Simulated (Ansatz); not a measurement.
AlRu, space group Pm-3m: an all-electron equation of state, run with Ansatz's Python interface.

`alru.py`
```python
import warnings

import ansatz as az
from ase.eos import EquationOfState
from ase.units import GPa
import numpy as np

config = {
    'xc': 'pbesol',
    'smearing_width': 0.05,
    'mesh': (10, 10, 10),
}

VECTORS = np.array([
    [2.9916, 0.0, 0.0],
    [0.0, 2.9916, 0.0],
    [0.0, 0.0, 2.9916],
])
SITES = [
    ('Al', [0.0, 0.0, 0.0]),
    ('Ru', [0.5, 0.5, 0.5]),
]


def make_crystal(cell):
    crystal = az.Crystal(lattice=az.Lattice.of(cell))
    for symbol, position in SITES:
        crystal = crystal.atom(symbol, position)
    return crystal


def main() -> None:
    warnings.simplefilter('ignore', az.DeckWarning)

    volumes, energies = [], []
    for scale in np.linspace(0.92, 1.08, 5):
        cell = VECTORS * scale ** (1 / 3)
        setup = (
            make_crystal(cell).calculation()
            .functional(config['xc'])
            .occupations(az.OccupationsMethod.FERMI_DIRAC, width=config['smearing_width'])
            .kpoints(*config['mesh'])
            .pseudopotentials('all_electron', lapw=True)
        )
        summary = setup.run(threads=1, pin='off').report
        volumes.append(abs(np.linalg.det(cell)) / len(SITES))
        energies.append(summary['free_energy_ev'] / len(SITES))
        print(f'{scale:.3f} {volumes[-1]:9.4f} A^3/atom {energies[-1]:16.5f} eV/atom  (estimated basis error {1000 * summary["lapw_basis_errors"]["total_ev_per_atom"]:.2f} meV/atom)')
    v0, e0, bulk = EquationOfState(volumes, energies, eos='birchmurnaghan').fit()
    print(f'V0 = {v0:.4f} A^3/atom, B0 = {bulk / GPa:.1f} GPa')


if __name__ == '__main__':
    main()
```

Where does the minimum lie against the volume typed, and how stiff is the crystal?

A third-order Birch-Murnaghan fit through the 5 points has its minimum at 13.18 Å³ an atom, 1.5 % below the typed cell, with a bulk modulus of 219 GPa and dB/dP = 4.4. From that minimum the energy rises by 43.7 meV an atom on the compressed side and 71.7 meV on the expanded side.

The run itself:

```console
$ python alru.py
0.920   12.3160 A^3/atom     -64914.38636 eV/atom  (estimated basis error 0.06 meV/atom)
0.960   12.8514 A^3/atom     -64914.42420 eV/atom  (estimated basis error 0.06 meV/atom)
1.000   13.3869 A^3/atom     -64914.42789 eV/atom  (estimated basis error 0.06 meV/atom)
1.040   13.9224 A^3/atom     -64914.40412 eV/atom  (estimated basis error 0.06 meV/atom)
1.080   14.4579 A^3/atom     -64914.35832 eV/atom  (estimated basis error 0.06 meV/atom)
V0 = 13.1796 A^3/atom, B0 = 219.0 GPa
```

Reading the output:
- All-electron totals depend on functional, relativistic treatment and basis; only differences at equal settings carry meaning.
- The mesh is modest for a metal, so energies can be off by several to tens of meV an atom and pressures by half a GPa or more; differences at equal mesh fare better.
- The starting cell is as deposited in a crystallographic database; the results hold for this polymorph, which needn't be the stable one.
- The whole script took 41 s on 1 thread of Intel(R) Xeon(R) Processor @ 2.30GHz, on a shared host, peak memory 0.51 GiB.
